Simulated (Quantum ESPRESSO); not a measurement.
# Ga3Se (Pm-3m) in Quantum ESPRESSO: equation of state

How stiff is Ga3Se in PBE, and what volume does it want? The cell is scaled to several volumes.

Program: Quantum ESPRESSO 7.5. These are calculated values, not measurements. Logs are shortened: lines on timing, memory, paths and dates and some standing lists are left out, and cuts for length are marked.

## Step 1: The crystal as given

It takes space group Pm-3m (No. 221, cubic). Conventional cell: a = 4.432 Å, b = 4.432 Å, c = 4.432 Å, α = 90.00°, β = 90.00°, γ = 90.00°. Se (site symmetry m-3m) has 12 Ga at 3.13 Å as nearest neighbours. Ga (site symmetry 4/mmm) has 4 Se at 3.13 Å and 8 Ga at 3.13 Å as nearest neighbours.

The cell comes from a database or a generator and needn't be the stable form of this composition.

## Step 2: Single point, PBE, 20.46 Å³/atom

pw.in reads:

```
&CONTROL
  calculation = 'scf'
  prefix = 'pwscf'
  outdir = './tmp'
  pseudo_dir = './pseudo'
  tprnfor = .true.
  tstress = .true.
  disk_io = 'nowf'
/
&SYSTEM
  ibrav = 0
  nat = 4
  ntyp = 2
  ecutwfc = 70
  ecutrho = 560
  nbnd = 31
  occupations = 'smearing'
  smearing = 'fd'
  degauss = 0.00367493
/
&ELECTRONS
  conv_thr = 8d-10
  electron_maxstep = 120
  mixing_beta = 0.5
/
ATOMIC_SPECIES
Se    78.9710 Se_pbe_v1.uspp.F.UPF
Ga    69.7230 Ga.pbe-dn-kjpaw_psl.1.0.0.UPF
CELL_PARAMETERS angstrom
   4.3419811414    0.0000000000    0.0000000000
   0.0000000000    4.3419811414    0.0000000000
   0.0000000000    0.0000000000    4.3419811414
ATOMIC_POSITIONS crystal
Se     0.0000000000    0.0000000000    0.0000000000
Ga     0.5000000000    0.5000000000    0.0000000000
Ga     0.5000000000    0.0000000000    0.5000000000
Ga     0.0000000000    0.5000000000    0.5000000000
K_POINTS automatic
6 6 6 0 0 0
```

Potentials or basis: SSSP 1.3 efficiency PBE.

Launch:

```
OMP_NUM_THREADS=1 pw.x -in pw.in > pw.out
```

pw.out:

```text
This program is part of the open-source Quantum ESPRESSO suite
     for quantum simulation of materials; please cite
         "P. Giannozzi et al., J. Phys.:Condens. Matter 21 395502 (2009);
         "P. Giannozzi et al., J. Phys.:Condens. Matter 29 465901 (2017);
         "P. Giannozzi et al., J. Chem. Phys. 152 154105 (2020);
     in publications or presentations arising from this work. More details at

     file Ga.pbe-dn-kjpaw_psl.1.0.0.UPF: wavefunction(s)  4S renormalized
     Message from routine setup:
     using ibrav=0 with symmetry is DISCOURAGED, use correct ibrav instead

     G-vector sticks info
     --------------------
     sticks:   dense  smooth     PW     G-vecs:    dense   smooth      PW
     Sum        2997    1489    437               123809    43723    6931

     Using Slab Decomposition

     bravais-lattice index     =            0
     lattice parameter (alat)  =       8.2052  a.u.
     unit-cell volume          =     552.4086 (a.u.)^3
     number of atoms/cell      =            4
     number of atomic types    =            2
     number of electrons       =        45.00
     number of Kohn-Sham states=           31
     kinetic-energy cutoff     =      70.0000  Ry
     charge density cutoff     =     560.0000  Ry
     scf convergence threshold =      8.0E-10
     mixing beta               =       0.5000
     number of iterations used =            8  plain     mixing
     Exchange-correlation= SLA  PW   PBX  PBC
                           (   1   4   3   4   0   0   0)

     celldm(1)=   8.205155  celldm(2)=   0.000000  celldm(3)=   0.000000
     celldm(4)=   0.000000  celldm(5)=   0.000000  celldm(6)=   0.000000

     crystal axes: (cart. coord. in units of alat)
               a(1) = (   1.000000   0.000000   0.000000 )
               a(2) = (   0.000000   1.000000   0.000000 )
               a(3) = (   0.000000   0.000000   1.000000 )

     reciprocal axes: (cart. coord. in units 2 pi/alat)
               b(1) = (  1.000000  0.000000  0.000000 )
               b(2) = (  0.000000  1.000000  0.000000 )
               b(3) = (  0.000000  0.000000  1.000000 )

     PseudoPot. # 1 for Se read from file:
     Se_pbe_v1.uspp.F.UPF
     Pseudo is Ultrasoft + core correction, Zval =  6.0
     Generated by new atomic code, or converted to UPF format
     Using radial grid of  877 points,  6 beta functions with:
                l(1) =   0
                l(2) =   0
                l(3) =   1
                l(4) =   1
                l(5) =   2
                l(6) =   2
     Q(r) pseudized with  8 coefficients,  rinner =    1.300   1.300   1.300
                                                       1.300   1.300

     PseudoPot. # 2 for Ga read from file:
     Ga.pbe-dn-kjpaw_psl.1.0.0.UPF
     Pseudo is Projector augmented-wave + core cor, Zval = 13.0
     Generated using "atomic" code by A. Dal Corso  v.5.1
     Shape of augmentation charge: PSQ
     Using radial grid of 1205 points,  6 beta functions with:
                l(1) =   0
                l(2) =   0
                l(3) =   1
                l(4) =   1
                l(5) =   2
                l(6) =   2
     Q(r) pseudized with 0 coefficients

     atomic species   valence    mass     pseudopotential
     Se                6.00    78.97100     Se( 1.00)
     Ga               13.00    69.72300     Ga( 1.00)

     48 Sym. Ops., with inversion, found

   Cartesian axes

     site n.     atom                  positions (alat units)
         1        Se     tau(   1) = (   0.0000000   0.0000000   0.0000000  )
         2        Ga     tau(   2) = (   0.5000000   0.5000000   0.0000000  )
         3        Ga     tau(   3) = (   0.5000000   0.0000000   0.5000000  )
         4        Ga     tau(   4) = (   0.0000000   0.5000000   0.5000000  )

     number of k points=    20  Fermi-Dirac smearing, width (Ry)=  0.0037
                       cart. coord. in units 2pi/alat
        k(    1) = (   0.0000000   0.0000000   0.0000000), wk =   0.0092593
        k(    2) = (   0.0000000   0.0000000   0.1666667), wk =   0.0555556
        k(    3) = (   0.0000000   0.0000000   0.3333333), wk =   0.0555556
        k(    4) = (   0.0000000   0.0000000  -0.5000000), wk =   0.0277778
        k(    5) = (   0.0000000   0.1666667   0.1666667), wk =   0.1111111
        k(    6) = (   0.0000000   0.1666667   0.3333333), wk =   0.2222222
[... 12 lines left out ...]
        k(   19) = (   0.3333333  -0.5000000  -0.5000000), wk =   0.0555556
        k(   20) = (  -0.5000000  -0.5000000  -0.5000000), wk =   0.0092593

     Dense  grid:   123809 G-vectors     FFT dimensions: (  64,  64,  64)

     Smooth grid:    43723 G-vectors     FFT dimensions: (  45,  45,  45)

     Initial potential from superposition of free atoms

     starting charge      44.9911, renormalised to      45.0000
     Starting wfcs are   31 randomized atomic wfcs

     Self-consistent Calculation

     iteration #  1     ecut=    70.00 Ry     beta= 0.50
     Davidson diagonalization with overlap
     ethr =  1.00E-02,  avg # of iterations =  2.8

     Threshold (ethr) on eigenvalues was too large:
     Diagonalizing with lowered threshold

     Davidson diagonalization with overlap
     ethr =  7.89E-05,  avg # of iterations = 10.9

     total energy              =    -877.38429579 Ry
     estimated scf accuracy    <       0.03110320 Ry
[... 12 lines left out ...]
     total energy              =    -877.39436164 Ry
     estimated scf accuracy    <       0.00103554 Ry

     iteration #  4     ecut=    70.00 Ry     beta= 0.50
     Davidson diagonalization with overlap
     c_bands:  1 eigenvalues not converged
     ethr =  2.30E-06,  avg # of iterations =  7.9

     total energy              =    -877.39511993 Ry
     estimated scf accuracy    <       0.00059831 Ry

     iteration #  5     ecut=    70.00 Ry     beta= 0.50
     Davidson diagonalization with overlap
     ethr =  1.33E-06,  avg # of iterations =  6.5
[... 116 lines left out ...]
     iteration # 22     ecut=    70.00 Ry     beta= 0.50
     Davidson diagonalization with overlap
     ethr =  1.49E-10,  avg # of iterations =  6.0

     End of self-consistent calculation

          k = 0.0000 0.0000 0.0000 (  5449 PWs)   bands (ev):

    -6.2813  -6.2384  -6.2384  -6.2384  -6.1788  -6.1788  -6.0861  -6.0861
    -6.0861  -6.0137  -6.0137  -6.0005  -5.9529  -5.9529  -5.9529  -5.0164
     1.2183   4.8117   4.8117   4.8117   6.0588   6.0588  10.4954  10.4954
    10.4954  13.3812  13.3812  13.3812  14.9844  16.1490  16.1493
[... 122 lines left out ...]
    -6.3205  -6.1734  -6.1734  -6.1719  -6.1592  -6.1592  -6.1530  -6.0728
    -6.0629  -6.0514  -6.0470  -6.0470  -5.9936  -5.9935  -5.9935  -3.9520
     2.5580   2.5580   3.0385   4.0347   5.1028   5.1028   6.1394  11.8455
    12.7895  12.7895  16.1429  16.4586  16.4586  17.4711  17.6598

          k =-0.5000-0.5000-0.5000 (  5520 PWs)   bands (ev):

    -6.3482  -6.1797  -6.1797  -6.1797  -6.1643  -6.1643  -6.1643  -6.0634
    -6.0634  -6.0444  -6.0444  -6.0444  -5.9824  -5.9824  -5.9824  -3.8569
     3.5889   3.5889   3.5889   3.6733   3.6733   3.6733   5.0615  13.0595
    13.0595  13.0595  17.8266  17.8266  17.8420  17.8420  17.8420

     the Fermi energy is     8.8067 ev

!    total energy              =    -877.39505488 Ry
     estimated scf accuracy    <          2.5E-10 Ry
     smearing contrib. (-TS)   =      -0.00071838 Ry
     internal energy E=F+TS    =    -877.39433650 Ry

     The total energy is F=E-TS. E is the sum of the following terms:
     one-electron contribution =    -303.01589082 Ry
     hartree contribution      =     195.86350802 Ry
     xc contribution           =    -143.95613691 Ry
     ewald contribution        =    -292.98037439 Ry
     one-center paw contrib.   =    -333.30544241 Ry

     convergence has been achieved in  22 iterations

     Forces acting on atoms (cartesian axes, Ry/au):

     atom    1 type  1   force =     0.00000000    0.00000000    0.00000000
     atom    2 type  2   force =     0.00000000    0.00000000    0.00000000
     atom    3 type  2   force =     0.00000000    0.00000000    0.00000000
     atom    4 type  2   force =     0.00000000    0.00000000    0.00000000

     Total force =     0.000000     Total SCF correction =     0.000000

     Computing stress (Cartesian axis) and pressure

          total   stress  (Ry/bohr**3)                   (kbar)     P=       20.04
   0.00013620   0.00000000   0.00000000           20.04        0.00        0.00
   0.00000000   0.00013620   0.00000000            0.00       20.04        0.00
   0.00000000   0.00000000   0.00013620            0.00        0.00       20.04

=------------------------------------------------------------------------------=
   JOB DONE.
=------------------------------------------------------------------------------=
```

It took 2.1 min on 1 thread of Intel Xeon 6975P-C (Granite Rapids), shared host; peak memory 0.52 GiB.

Results:

- Free energy: -11937.5679 eV
- Pressure: 2.0 GPa
- Band gap on the k mesh: none (metal or under the smearing width)

## Step 3: Single point, PBE, 20.90 Å³/atom

Changes to pw.in since step 2:

```diff
@@ -29,5 +29,5 @@
 CELL_PARAMETERS angstrom
-   4.3419811414    0.0000000000    0.0000000000
-   0.0000000000    4.3419811414    0.0000000000
-   0.0000000000    0.0000000000    4.3419811414
+   4.3725594808    0.0000000000    0.0000000000
+   0.0000000000    4.3725594808    0.0000000000
+   0.0000000000    0.0000000000    4.3725594808
 ATOMIC_POSITIONS crystal
```

Potentials or basis: SSSP 1.3 efficiency PBE.

Launch:

```
OMP_NUM_THREADS=1 pw.x -in pw.in > pw.out
```

It took 1.7 min on 1 thread of Intel Xeon 6975P-C (Granite Rapids), shared host; peak memory 0.54 GiB.

Results (log left out):

| Quantity | Value |
| --- | --- |
| Free energy | -11937.5854 eV |
| Pressure | 1.0 GPa |
| Band gap on the k mesh | none (metal or under the smearing width) |

## Step 4: Single point, PBE, 21.34 Å³/atom

Changes to pw.in since step 3:

```diff
@@ -29,5 +29,5 @@
 CELL_PARAMETERS angstrom
-   4.3725594808    0.0000000000    0.0000000000
-   0.0000000000    4.3725594808    0.0000000000
-   0.0000000000    0.0000000000    4.3725594808
+   4.4027160164    0.0000000000    0.0000000000
+   0.0000000000    4.4027160164    0.0000000000
+   0.0000000000    0.0000000000    4.4027160164
 ATOMIC_POSITIONS crystal
```

Launch:

```
OMP_NUM_THREADS=1 pw.x -in pw.in > pw.out
```

It took 100 s on 1 thread of Intel Xeon 6975P-C (Granite Rapids), shared host; peak memory 0.55 GiB.

Results (log left out):

| Quantity | Value |
| --- | --- |
| Free energy | -11937.5926 eV |
| Pressure | 0.1 GPa |
| Band gap on the k mesh | none (metal or under the smearing width) |

## Step 5: Single point, PBE, 21.77 Å³/atom

Changes to pw.in since step 4:

```diff
@@ -29,5 +29,5 @@
 CELL_PARAMETERS angstrom
-   4.4027160164    0.0000000000    0.0000000000
-   0.0000000000    4.4027160164    0.0000000000
-   0.0000000000    0.0000000000    4.4027160164
+   4.4324650000    0.0000000000    0.0000000000
+   0.0000000000    4.4324650000    0.0000000000
+   0.0000000000    0.0000000000    4.4324650000
 ATOMIC_POSITIONS crystal
```

Launch:

```
OMP_NUM_THREADS=1 pw.x -in pw.in > pw.out
```

Run time: 1.8 min. Hardware: 1 thread of Intel Xeon 6975P-C (Granite Rapids), shared host; peak memory 0.56 GiB.

The run converged. Its results:

```
Free energy            : -11937.5907 eV
Pressure               : -0.7 GPa
Band gap on the k mesh : none (metal or under the smearing width)
```

## Step 6: Single point, PBE, 22.21 Å³/atom

Changes to pw.in since step 5:

```diff
@@ -29,5 +29,5 @@
 CELL_PARAMETERS angstrom
-   4.4324650000    0.0000000000    0.0000000000
-   0.0000000000    4.4324650000    0.0000000000
-   0.0000000000    0.0000000000    4.4324650000
+   4.4618199283    0.0000000000    0.0000000000
+   0.0000000000    4.4618199283    0.0000000000
+   0.0000000000    0.0000000000    4.4618199283
 ATOMIC_POSITIONS crystal
```

Potentials or basis: SSSP 1.3 efficiency PBE.

Launch:

```
OMP_NUM_THREADS=1 pw.x -in pw.in > pw.out
```

Run time: 2.5 min. Hardware: 1 thread of Intel Xeon 6975P-C (Granite Rapids), shared host; peak memory 0.57 GiB.

It converged, with:

| Quantity | Value |
| --- | --- |
| Free energy | -11937.5807 eV |
| Pressure | -1.4 GPa |
| Band gap on the k mesh | none (metal or under the smearing width) |

## Step 7: Single point, PBE, 22.64 Å³/atom

Changes to pw.in since step 6:

```diff
@@ -29,5 +29,5 @@
 CELL_PARAMETERS angstrom
-   4.4618199283    0.0000000000    0.0000000000
-   0.0000000000    4.4618199283    0.0000000000
-   0.0000000000    0.0000000000    4.4618199283
+   4.4907935969    0.0000000000    0.0000000000
+   0.0000000000    4.4907935969    0.0000000000
+   0.0000000000    0.0000000000    4.4907935969
 ATOMIC_POSITIONS crystal
```

Launch:

```
OMP_NUM_THREADS=1 pw.x -in pw.in > pw.out
```

It took 2.1 min on 1 thread of Intel Xeon 6975P-C (Granite Rapids), shared host; peak memory 0.57 GiB.

The run converged. Its results:

```
Free energy            : -11937.5637 eV
Pressure               : -2.0 GPa
Band gap on the k mesh : none (metal or under the smearing width)
```

## Step 8: Single point, PBE, 23.08 Å³/atom

Changes to pw.in since step 7:

```diff
@@ -29,5 +29,5 @@
 CELL_PARAMETERS angstrom
-   4.4907935969    0.0000000000    0.0000000000
-   0.0000000000    4.4907935969    0.0000000000
-   0.0000000000    0.0000000000    4.4907935969
+   4.5193981489    0.0000000000    0.0000000000
+   0.0000000000    4.5193981489    0.0000000000
+   0.0000000000    0.0000000000    4.5193981489
 ATOMIC_POSITIONS crystal
```

Launch:

```
OMP_NUM_THREADS=1 pw.x -in pw.in > pw.out
```

Wall time 2.2 min (1 thread of Intel Xeon 6975P-C (Granite Rapids), shared host); peak memory 0.59 GiB.

It converged, with:

* Free energy: -11937.5404 eV
* Pressure: -2.5 GPa
* Band gap on the k mesh: none (metal or under the smearing width)

## Step 9: Equation of state, PBE

Potentials or basis: SSSP 1.3 efficiency PBE.

No new run: the results of the series are fitted here.

Results:

```yaml
Equilibrium_volume: 21.46 Å³/atom
Bulk_modulus: 40 GPa
Pressure_derivative_of_the_bulk_modulus: 5.2
```

Energy against volume, from the lowest point:
| volume (Å³/atom) | energy (meV/atom) |
| --- | --- |
| 20.465 | 6.18 |
| 20.900 | 1.80 |
| 21.335 | 0.00 |
| 21.771 | 0.47 |
| 22.206 | 2.97 |
| 22.642 | 7.21 |
| 23.077 | 13.04 |
